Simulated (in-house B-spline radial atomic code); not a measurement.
# Zr⁺ in a hard spherical wall

Aim: energy and levels of Zr⁺ squeezed by an impenetrable sphere of shrinking radius. More than one configuration is followed.

Method: scalar-relativistic (spin-free one-electron X2C) Hartree-Fock, spin-polarised, average of configuration, Fermi nucleus, basis-set limit. Code: in-house B-spline radial atomic code version 1.

## Step 1: The system

| Property | Result |
| --- | --- |
| element | zirconium (Z = 40) |
| charge | +1 |
| electrons | 39 |
| configuration | [Kr] 4d2 5s1 |
| Hamiltonian | scalar-relativistic (X2C) |
| nucleus | Fermi, rms radius 4.269 fm |

The outer shells:

[Kr] 4d2 5s1
```
[Kr] core
4d [↑ ][↑ ][  ][  ][  ]
5s [↑ ]
```

Where spins are not typed, each open shell is filled with up spins first.

Settings of the run:

```ini
Z = 40
electrons = 39.0
configuration = [Kr] 4d2 5s1
hamiltonian = x2c
method = hf
spin_polarised = True
nucleus = fermi
rms_radius = 4.2694
mass_number = 90
atomic_mass = 89.904698755
speed_of_light = 137.035999084
```

This reference run was done before. Its total energy is -3596.018706 hartree, and its levels are (the highest eight at most):

```
orbital  occupation  energy (eV)  <r> (bohr)
  3d up           5      -208.01      0.4510
3d down           5      -207.56      0.4512
  4s up           1      -75.890       1.224
4s down           1      -73.631       1.217
  4p up           3      -48.745       1.384
4p down           3      -45.843       1.362
  4d up           2      -14.951       2.106
  5s up           1      -12.469       3.516
```

## Step 2: Wall at 5.14 bohr, configuration [Kr] 4d2 5s1

Settings of the run:

```ini
Z = 40
electrons = 39.0
configuration = [Kr] 4d2 5s1
hamiltonian = x2c
method = hf
spin_polarised = True
nucleus = fermi
rms_radius = 4.2694
mass_number = 90
atomic_mass = 89.904698755
speed_of_light = 137.035999084
wall_radius = 5.14
```

## Step 3: Wall at 2.73 bohr, configuration [Kr] 4d2 5s1

Settings: those of step 2 with these lines changed.

```diff
@@ -11,2 +11,2 @@
 speed_of_light = 137.035999084
-wall_radius = 5.14
+wall_radius = 2.73
```

## Step 4: Wall at 5.14 bohr, configuration [Ar] 3d10 4s2 4p5 4d2 5s1 5d1

Settings of the run:

```ini
Z = 40
electrons = 39.0
configuration = [Ar] 3d10 4s2 4p5 4d2 5s1 5d1
hamiltonian = x2c
method = hf
spin_polarised = True
nucleus = fermi
rms_radius = 4.2694
mass_number = 90
atomic_mass = 89.904698755
speed_of_light = 137.035999084
wall_radius = 5.14
```

## Step 5: Wall at 2.73 bohr, configuration [Ar] 3d10 4s2 4p5 4d2 5s1 5d1

Settings: those of step 4 with these lines changed.

```diff
@@ -11,2 +11,2 @@
 speed_of_light = 137.035999084
-wall_radius = 5.14
+wall_radius = 2.73
```

## Step 6: Wall at 5.14 bohr, configuration [Kr] 4d2 5d1

Settings of the run:

```ini
Z = 40
electrons = 39.0
configuration = [Kr] 4d2 5d1
hamiltonian = x2c
method = hf
spin_polarised = True
nucleus = fermi
rms_radius = 4.2694
mass_number = 90
atomic_mass = 89.904698755
speed_of_light = 137.035999084
wall_radius = 5.14
```

## Step 7: Wall at 2.73 bohr, configuration [Kr] 4d2 5d1

Settings: those of step 6 with these lines changed.

```diff
@@ -11,2 +11,2 @@
 speed_of_light = 137.035999084
-wall_radius = 5.14
+wall_radius = 2.73
```

Q: What do the energy and the highest level do as the wall closes in, and which configuration is lower at each radius?

**Answer**, as computed:

| configuration | radius (bohr) | energy above the free system (eV) | highest level (eV) |
| --- | --- | --- | --- |
| [Kr] 4d2 5s1 | 5.14 | 2.597 | -10.205 (5s up) |
| [Kr] 4d2 5s1 | 2.73 | 78.175 | 36.088 (5s up) |
| [Ar] 3d10 4s2 4p5 4d2 5s1 5d1 | 5.14 | 50.241 | 5.488 (5d up) |
| [Ar] 3d10 4s2 4p5 4d2 5s1 5d1 | 2.73 | 188.32 | 81.511 (5d up) |
| [Kr] 4d2 5d1 | 5.14 | 20.206 | 7.546 (5d up) |
| [Kr] 4d2 5d1 | 2.73 | 126.42 | 84.210 (5d up) |

For [Kr] 4d2 5s1 the energy above the free reference is 2.597 eV at 5.14 bohr and 78.175 eV at 2.73 bohr. Its highest level passes zero between 5.14 and 2.73 bohr; in smaller spheres the level is positive, pushed up by confinement, and the wall keeps the electron in. Of [Kr] 4d2 5s1 and [Ar] 3d10 4s2 4p5 4d2 5s1 5d1, the first stays lower at every radius that both share. At 2.73 bohr the lowest of all 3 is [Kr] 4d2 5s1. A hard wall is a crude model of an atom's surroundings.
